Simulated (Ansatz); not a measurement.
# ZrBrF3: geometry, orbitals and charge

What does ZrBrF3 look like as a singlet, and where do its frontier electrons sit?

The runs use Ansatz 0.2.0, Gaussian basis; RKS PBE0-D4/def2-TZVP.

Plan: relaxation at PBE0-D4/def2-SVP; a search for the lowest solution at PBE0-D4/def2-SVP; a single point at PBE0-D4/def2-TZVP; harmonic vibrations at PBE0-D4/def2-SVP.

1 further run of the same task is left out (set aside as unsound or not needed). Runs told in other sessions of the task aren't counted.

### 1 The system as given

5 atoms, charge 0, spin multiplicity 1.

Atoms are counted from 1 here; the program's logs count them from 0.

Bond lengths: Zr1–Br2 2.458 Å, Zr1–F3 1.838 Å, Zr1–F4 1.838 Å, Zr1–F5 1.839 Å. Angles: Br2–Zr1–F3 104.1°, Br2–Zr1–F4 104.1°, Br2–Zr1–F5 104.0°, F3–Zr1–F4 114.3°, F3–Zr1–F5 114.3°, F4–Zr1–F5 114.3°.

Geometry (Å):

```xyz
5
charge 0, multiplicity 1
Zr   -0.0004    0.0021   -0.2233
Br    0.0059   -0.0161    2.2342
F     1.7812    0.0092   -0.6755
F    -0.8972    1.5470   -0.6569
F    -0.8895   -1.5421   -0.6785
```

Formally the metal is d0. Zr takes a core potential in the def2 sets. No spin-orbit coupling is included.

The start is a GFN2-xTB geometry.

### 2 Optimising with PBE0-D4/def2-SVP

in.yaml

```yaml
crystal:
  periodic: [false, false, false]
  atoms:
    - {symbol: Zr, position_ang: [-0.000360, 0.002050, -0.223350]}
    - {symbol: Br, position_ang: [0.005930, -0.016130, 2.234210]}
    - {symbol: F, position_ang: [1.781220, 0.009160, -0.675460]}
    - {symbol: F, position_ang: [-0.897230, 1.547020, -0.656850]}
    - {symbol: F, position_ang: [-0.889550, -1.542100, -0.678550]}
basis:
  gaussian: {orbitals: def2-SVP}
hamiltonian: {xc: pbe0, dispersion: d4}
scf: {omitted_lower_state_checks: [starts]}
output: {orbitals: {seedname: orbitals}}
relax: {f_tol: 0.02, max_steps: 100}
```

Command:

```
$ ansatz run in.yaml --threads 4 --pin off --events-out ev --progress --plain --max-ram 3916MiB
```

Further steps of the session: Searching for the lowest solution, PBE0-D4/def2-SVP; Single point, PBE0-D4/def2-TZVP; Harmonic vibrations.

Q: Predict the results of all the runs planned. Wanted: point group; near neighbours of the metal; HOMO, LUMO at PBE0-D4/def2-TZVP; charge on the metal; dipole at PBE0-D4/def2-SVP; lowest, highest wavenumber.

As calculated:

| quantity | value |
| --- | --- |
| point group | C3v |
| near neighbours of the metal | Br 2.50, F 1.89, F 1.89, F 1.89 Å |
| HOMO, LUMO at PBE0-D4/def2-TZVP | -9.28, -1.91 eV |
| charge on the metal (Mulliken, PBE0-D4/def2-TZVP) | +1.69 e |
| dipole at PBE0-D4/def2-SVP | 0.12 D |
| lowest, highest wavenumber | 114, 714 cm⁻¹ |

What this shows: The molecule keeps its bonding pattern by the stored test; the atoms moved 0.11 Å (rms). The metal has 4 near neighbours by the distance rule, from 1.89 to 2.50 Å. The Mulliken charge of the metal, +1.69 e, depends on the basis and isn't its oxidation state. All wavenumbers are real: a minimum at this level. Whether this spin is the lowest isn't tested here.
